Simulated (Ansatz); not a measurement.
I need energies of removing a hydrogen of BH₅N₂Si, SMILES N[SiH]1BN1. Use Ansatz 0.2.0 through its Python package. Settings (for the species named): PBE0, def2-SVP basis, multiplicity 1.

```xyz
9

N    -0.5850    1.5897   -0.0562
Si    0.4064    0.2436    0.3620
B    -0.4325   -1.5364   -0.0644
N     0.6238   -0.8004   -1.0117
H    -0.5425    2.3208    0.6903
H    -1.6201    1.3075   -0.0528
H     1.8081    0.5669    0.7936
H    -1.0394   -2.4465    0.2219
H     1.4697   -1.2915   -0.8999
```

`bde_bh5n2si.py`:
```python
# -*- coding: utf-8 -*-
"""X-H bond energies of BH5N2Si without relaxation."""

import logging
import sys

import ansatz as az

logging.basicConfig(stream=sys.stdout, format="%(name)s: %(message)s")
log = logging.getLogger("calc")
log.setLevel(logging.INFO)

BASIS_SET = "def2-SVP"
FUNCTIONAL = "pbe0"


def single_point(molecule, charge=0, unpaired=0):
    calc = (
        molecule.calculation()
        .basis(gaussian=BASIS_SET)
        .functional(FUNCTIONAL)
    )
    if charge:
        calc = calc.charge(charge)
    if unpaired:
        calc = calc.spin("collinear", total=unpaired)
    report = calc.run().report
    if report["published_state_doubts"]:
        print("  doubts:", report["published_state_doubts"])
    return report["free_energy_ev"]

def without(molecule, index):
    rest = az.Crystal.molecule()
    for i, site in enumerate(molecule.cartesian_sites):
        if i != index:
            rest = rest.atom(site.symbol, site.position_ang)
    return rest

geometry = (
    az.Crystal.molecule()
    .atom("N", (-0.585, 1.5897, -0.0562))
    .atom("Si", (0.4064, 0.2436, 0.362))
    .atom("B", (-0.4325, -1.5364, -0.0644))
    .atom("N", (0.6238, -0.8004, -1.0117))
    .atom("H", (-0.5425, 2.3208, 0.6903))
    .atom("H", (-1.6201, 1.3075, -0.0528))
    .atom("H", (1.8081, 0.5669, 0.7936))
    .atom("H", (-1.0394, -2.4465, 0.2219))
    .atom("H", (1.4697, -1.2915, -0.8999))
)

whole = single_point(geometry, 0)
hydrogen = single_point(az.Crystal.molecule().atom("H", (0, 0, 0)), 0, 1)
log.info(f"E(molecule) = {whole:.5f} eV, E(H) = {hydrogen:.5f} eV")
for index in [5, 6, 7]:
    radical = single_point(without(geometry, index), 0, 1)
    log.info(f"H{index}: homolysis {23.060548 * (radical + hydrogen - whole):.1f} kcal/mol")
    anion = single_point(without(geometry, index), -1)
    log.info(f"H{index}: loss of a proton {23.060548 * (anion - whole):.1f} kcal/mol")
```

```console
$ python bde_bh5n2si.py
calc: E(molecule) = -11600.76634 eV, E(H) = -13.61361 eV
calc: H5: homolysis 100.6 kcal/mol
calc: H5: loss of a proton 395.7 kcal/mol
calc: H6: homolysis 85.4 kcal/mol
calc: H6: loss of a proton 379.2 kcal/mol
calc: H7: homolysis 93.0 kcal/mol
calc: H7: loss of a proton 396.4 kcal/mol
```

What to keep in mind:
- Total energies depend on the basis set; only differences at equal settings carry meaning.
- The geometry is a force-field or estimated start, not a minimum of this method, and the basis set is short of its limit. All parts are taken at fixed geometry, without zero-point energy.
- Anions want diffuse functions, which this basis lacks.
- It ran for 42 s on 1 thread of Arm Neoverse N1 (shared host), peak memory 0.24 GiB.
